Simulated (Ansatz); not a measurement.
# Cl2H2OSSi2: the cost of one run

All numbers below are computed with Ansatz 0.2.0 (RHF/def2-SVP).

**1. The structure to begin with**

Bond lengths: Cl1–Si2 2.064 Å, Si2–Cl3 2.001 Å, Si2–O4 1.617 Å, O4–Si5 1.679 Å, Si2–S6 2.104 Å, Si5–S6 2.137 Å, Si5–H7 1.447 Å, Si5–H8 1.510 Å. Angles: Cl1–Si2–Cl3 109.9°, Cl1–Si2–O4 110.6°, Cl1–Si2–S6 116.1°, Cl3–Si2–O4 108.2°, Cl3–Si2–S6 115.6°, O4–Si2–S6 95.2°, Si2–O4–Si5 96.0°, O4–Si5–S6 92.2°, O4–Si5–H7 114.2°, O4–Si5–H8 109.3°, S6–Si5–H7 111.0°, S6–Si5–H8 110.1°, H7–Si5–H8 117.3°, Si2–S6–Si5 70.6°.

Structure file:

```xyz
8

Cl    0.6621   -2.2422    1.9250
Si    0.6547   -0.5560    0.7353
Cl    2.5305    0.0646    0.4202
O    -0.0182   -0.8764   -0.6999
Si   -0.8358    0.5838   -0.8415
S    -0.7234    0.9442    1.2617
H    -2.2106    0.4536   -1.2722
H     0.0327    1.5713   -1.5844
```

**2. Relaxing end A**

input.yaml

```yaml
crystal:
  periodic: [false, false, false]
  atoms:
    - { symbol: Cl, position_ang: [0.6621, -2.2422, 1.925] }
    - { symbol: Si, position_ang: [0.6547, -0.556, 0.7353] }
    - { symbol: Cl, position_ang: [2.5305, 0.0646, 0.4202] }
    - { symbol: O, position_ang: [-0.0182, -0.8764, -0.6999] }
    - { symbol: Si, position_ang: [-0.8358, 0.5838, -0.8415] }
    - { symbol: S, position_ang: [-0.7234, 0.9442, 1.2617] }
    - { symbol: H, position_ang: [-2.2106, 0.4536, -1.2722] }
    - { symbol: H, position_ang: [0.0327, 1.5713, -1.5844] }
basis:
  gaussian: { orbitals: def2-SVP }
hamiltonian:
  xc: hf
relax:
  f_tol: 0.02
  max_steps: 50
output:
  orbitals: {}
```

Run with:

```sh
> ansatz run input.yaml --threads 2 --pin off --max-ram 3072MiB --backend cpu --events-out ev --progress --plain --runs-dir out
```

**Question.** How long does this run take on 2 threads of Intel Xeon 6975P-C (Granite Rapids), shared host, and how much memory does it need?

About 9.9 s, with a peak of 0.31 GiB.
